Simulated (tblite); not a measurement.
# C4H9AsOS: the cost of one run

Computed with tblite 0.8.0 and PySCF 2.14.0, with density-fitted response routines of our own, on a single molecule in the gas phase. Atoms are numbered from 0 throughout.

### Step 1. The starting structure

16 atoms, charge 0, multiplicity 1; geometry from: force field or distance geometry start.

Bonds of the start (Å): C0–C1 1.34, C1–C2 1.49, C2–As3 1.96, C1–S4 1.79, S4–C5 1.80, S4–O6 1.53, C0–H7 1.09, C0–H8 1.08, C2–H9 1.10, C2–H10 1.12, As3–H11 1.56, As3–H12 1.55, C5–H13 1.10, C5–H14 1.11, C5–H15 1.11.

### Step 2. Optimising the geometry with GFN2-xTB

What the job is given:

```
{"job": {"kind": "relax", "xc": "GFN2-xTB", "basis": "xTB"}, "charge": 0, "multiplicity": 1}
C     -0.219100     1.623600     1.225700
C      0.068100     0.845300     0.176800
C     -1.007400     0.208100    -0.635900
As    -1.896800    -1.229900     0.363500
S      1.786700     0.570700    -0.222200
C      2.013600    -1.213800    -0.152300
O      1.875700     0.914800    -1.715400
H     -1.254400     1.827100     1.501900
H      0.563400     2.082900     1.818500
H     -0.598200    -0.224900    -1.563700
H     -1.770500     0.975000    -0.932100
H     -2.758800    -0.236800     1.210100
H     -3.015200    -1.395800    -0.703500
H      1.343400    -1.718800    -0.869500
H      1.795300    -1.559600     0.880200
H      3.066600    -1.459200    -0.393300
```

Command:

```bash
$ OMP_NUM_THREADS=1 python probes_run.py task.json out
```

One launch serves the whole session: the jobs run in the order shown.

Q: Estimate the wall time of this first job on 1 thread of Arm Neoverse V1, shared host.

About 1.1 s.
